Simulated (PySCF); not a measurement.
Input of a PySCF 2.14.0 run:

The input run.py:

```python
import json
import numpy as np
from pyscf.pbc import gto, scf, dft, df
from pyscf.pbc.tools import pyscf_ase
import spglib
from ase import Atoms
from ase.io import read

conv = read('Mo.cif')
a, x, z = spglib.find_primitive((conv.cell[:], conv.get_scaled_positions(), conv.numbers), symprec=1e-4)
atoms = Atoms(z, cell=a, scaled_positions=x, pbc=True)
cell = pyscf_ase.cell_from_ase(atoms)
cell.basis = 'DZVP-MOLOPT-SR-GTH-q14'
cell.pseudo = 'GTH-PBE-q14'
cell.ke_cutoff = 76  # hartree
cell.exp_to_discard = 0.02
cell.precision = 1e-08
cell.space_group_symmetry = True
cell.symmorphic = False
cell.max_memory = 5880  # MB
cell.verbose = 4
cell.build()

res = {}
kpts = cell.make_kpts([4, 4, 4], space_group_symmetry=True, time_reversal_symmetry=True)
cell.space_group_symmetry = False  # the mesh holds the operations; no search on the supercells of the integral code
mf = dft.KRKS(cell, kpts, xc='GGA_X_RPBE,GGA_C_PBE')
mf = mf.multigrid_numint()
mf = mf.smearing(sigma=0.00183747, method='fermi')  # hartree
mf.conv_tol = 1e-07
mf.max_cycle = 60

atoms.calc = pyscf_ase.PySCF(method=mf)
print('ASE energy = %.8f eV' % atoms.get_potential_energy())
mf = atoms.calc.method_scan
res.update(converged=bool(mf.converged), e_tot=mf.e_tot, nelec=cell.nelectron, nao=cell.nao, mesh=list(map(int, cell.mesh)), a=cell.lattice_vectors().tolist(), coords=cell.atom_coords().tolist(),
           mo_energy=[np.real(x).tolist() for x in mf.mo_energy], mo_occ=[np.real(x).tolist() for x in mf.mo_occ])
res.update(e_free=mf.e_free, e_zero=mf.e_zero)
res.update(kpts=kpts.kpts_scaled_ibz.tolist(), weights=kpts.weights_ibz.tolist())
res['parts'] = {k: float(np.real(v)) for k, v in mf.scf_summary.items() if np.isscalar(v)}
json.dump(res, open('results.json', 'w'))
if not mf.converged:
    raise SystemExit('SCF not converged')

print('levels (eV)')
for i, kp in enumerate(res['kpts'][:40]):
    print('k %7.4f %7.4f %7.4f  ' % tuple(kp), ' '.join('%.3f' % (x * 27.211386) for x in res['mo_energy'][i][:12]))

mf = mf.to_khf()  # unfold to the whole mesh
kpts = mf.kpts
# Mulliken populations
dm, s = np.asarray(mf.make_rdm1()), np.asarray(mf.get_ovlp())
sites = cell.aoslice_by_atom()[:, 2:]
tot = np.einsum('kij,kji->i', dm, s).real / len(kpts)
res['mulliken'] = [cell.atom_charge(i) - tot[a0:a1].sum() for i, (a0, a1) in enumerate(sites)]
print('Mulliken charges', np.round(res['mulliken'], 5))

path = pyscf_ase.bandpath(cell, npoints=40)
scaled = path.kpts
e_kn = mf.get_bands(cell.get_abs_kpts(scaled))[0]
res.update(band_k=np.asarray(scaled).tolist(), bands=np.asarray(e_kn).real.tolist())
for kp, e in zip(scaled, np.asarray(e_kn).real):
    print('k %7.4f %7.4f %7.4f  ' % tuple(kp), ' '.join('%8.3f' % (x * 27.211386) for x in e[:13]))
res['done'] = True
json.dump(res, open('results.json', 'w'))
```

File Mo.cif:

```cif
data_Mo
_cell_length_a 3.16761794
_cell_length_b 3.16761794
_cell_length_c 3.16761794
_cell_angle_alpha 90.00000000
_cell_angle_beta 90.00000000
_cell_angle_gamma 90.00000000
_space_group_name_H-M_alt 'Im-3m'
_space_group_name_Hall '-I 4 2 3'
_space_group_IT_number 229
loop_
_space_group_symop_operation_xyz
'x,y,z'
'-x,-y,-z'
'-y,x,z'
'y,-x,-z'
'-x,-y,z'
'x,y,-z'
'y,-x,z'
'-y,x,-z'
'x,-y,-z'
'-x,y,z'
'-y,-x,-z'
'y,x,z'
'-x,y,-z'
'x,-y,z'
'y,x,-z'
'-y,-x,z'
'z,x,y'
'-z,-x,-y'
'z,-y,x'
'-z,y,-x'
'z,-x,-y'
'-z,x,y'
'z,y,-x'
'-z,-y,x'
'-z,x,-y'
'z,-x,y'
'-z,-y,-x'
'z,y,x'
'-z,-x,y'
'z,x,-y'
'-z,y,x'
'z,-y,-x'
'y,z,x'
'-y,-z,-x'
'x,z,-y'
'-x,-z,y'
'-y,z,-x'
'y,-z,x'
'-x,z,y'
'x,-z,-y'
'-y,-z,x'
'y,z,-x'
'-x,-z,-y'
'x,z,y'
'y,-z,-x'
'-y,z,x'
'x,-z,y'
'-x,z,-y'
'x+1/2,y+1/2,z+1/2'
'-x+1/2,-y+1/2,-z+1/2'
'-y+1/2,x+1/2,z+1/2'
'y+1/2,-x+1/2,-z+1/2'
'-x+1/2,-y+1/2,z+1/2'
'x+1/2,y+1/2,-z+1/2'
'y+1/2,-x+1/2,z+1/2'
'-y+1/2,x+1/2,-z+1/2'
'x+1/2,-y+1/2,-z+1/2'
'-x+1/2,y+1/2,z+1/2'
'-y+1/2,-x+1/2,-z+1/2'
'y+1/2,x+1/2,z+1/2'
'-x+1/2,y+1/2,-z+1/2'
'x+1/2,-y+1/2,z+1/2'
'y+1/2,x+1/2,-z+1/2'
'-y+1/2,-x+1/2,z+1/2'
'z+1/2,x+1/2,y+1/2'
'-z+1/2,-x+1/2,-y+1/2'
'z+1/2,-y+1/2,x+1/2'
'-z+1/2,y+1/2,-x+1/2'
'z+1/2,-x+1/2,-y+1/2'
'-z+1/2,x+1/2,y+1/2'
'z+1/2,y+1/2,-x+1/2'
'-z+1/2,-y+1/2,x+1/2'
'-z+1/2,x+1/2,-y+1/2'
'z+1/2,-x+1/2,y+1/2'
'-z+1/2,-y+1/2,-x+1/2'
'z+1/2,y+1/2,x+1/2'
'-z+1/2,-x+1/2,y+1/2'
'z+1/2,x+1/2,-y+1/2'
'-z+1/2,y+1/2,x+1/2'
'z+1/2,-y+1/2,-x+1/2'
'y+1/2,z+1/2,x+1/2'
'-y+1/2,-z+1/2,-x+1/2'
'x+1/2,z+1/2,-y+1/2'
'-x+1/2,-z+1/2,y+1/2'
'-y+1/2,z+1/2,-x+1/2'
'y+1/2,-z+1/2,x+1/2'
'-x+1/2,z+1/2,y+1/2'
'x+1/2,-z+1/2,-y+1/2'
'-y+1/2,-z+1/2,x+1/2'
'y+1/2,z+1/2,-x+1/2'
'-x+1/2,-z+1/2,-y+1/2'
'x+1/2,z+1/2,y+1/2'
'y+1/2,-z+1/2,-x+1/2'
'-y+1/2,z+1/2,x+1/2'
'x+1/2,-z+1/2,y+1/2'
'-x+1/2,z+1/2,-y+1/2'
loop_
_atom_site_label
_atom_site_type_symbol
_atom_site_symmetry_multiplicity
_atom_site_Wyckoff_symbol
_atom_site_fract_x
_atom_site_fract_y
_atom_site_fract_z
_atom_site_occupancy
Mo1 Mo 2 a 0.0000000000 0.0000000000 0.0000000000 1
```

Potentials or basis: DZVP-MOLOPT-SR/GTH-PBE (potentials made for PBE).

Launch:

```bash
$ OMP_NUM_THREADS=4 python -u run.py > log
```

(1) Estimate the band gap on the k mesh.

## Answers

(1) none (metal or under the smearing width).

Caveat: the k mesh is coarse (spacing up to 0.70 Å⁻¹), so the values aren't converged; the basis of atomic orbitals isn't converged, which shifts pressures, moduli and gaps.
